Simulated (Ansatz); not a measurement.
A run of Ansatz 0.2.0 is set up as follows.

The input input.yaml:

```yaml
crystal:
  lattice:
    - [2.7888620199, 1.6101502379, 5.2849918958]
    - [-2.7888620199, 1.6101502379, 5.2849918958]
    - [0.0, -3.2203004759, 5.2849918958]
  atoms:
    - { symbol: Te, position: [0.504978, 0.494286, 0.502945] }
    - { symbol: Mg, position: [0.820459, 0.837566, 0.82646] }
    - { symbol: Mg, position: [0.163951, 0.18435, 0.160794] }
    - { symbol: Mg, position: [0.01569, 0.657913, 0.340099] }
    - { symbol: Mg, position: [0.333754, 0.001044, 0.668627] }
    - { symbol: Mg, position: [0.664201, 0.325452, 0.007919] }
hamiltonian:
  xc: pbe
  pseudopotentials: { kind: paw }
kpoints:
  mp_grid: { grid: [6, 6, 6] }
scf:
  occupations: { method: fermi_dirac, width: 0.05 }
output:
  forces: true
  stress: true
  eigenvalues: true
```

Potentials or basis: Ansatz PAW.

Run with:

```bash
$ ansatz run input.yaml --threads 2 --pin off --max-ram 5120MiB --backend cpu --events-out ev --progress --plain --runs-dir out
```

Task: What does it give for the pressure?

Result: 0.2 GPa.

Task: Predict the largest force.

Result: 0.194 eV/Å.

Stress tensor (GPa, compression positive):
```
 0.32  0.02  0.03
 0.02 -0.01  0.00
 0.03  0.00  0.20
```

The run has no spin-orbit coupling, so splittings on Te are missing.
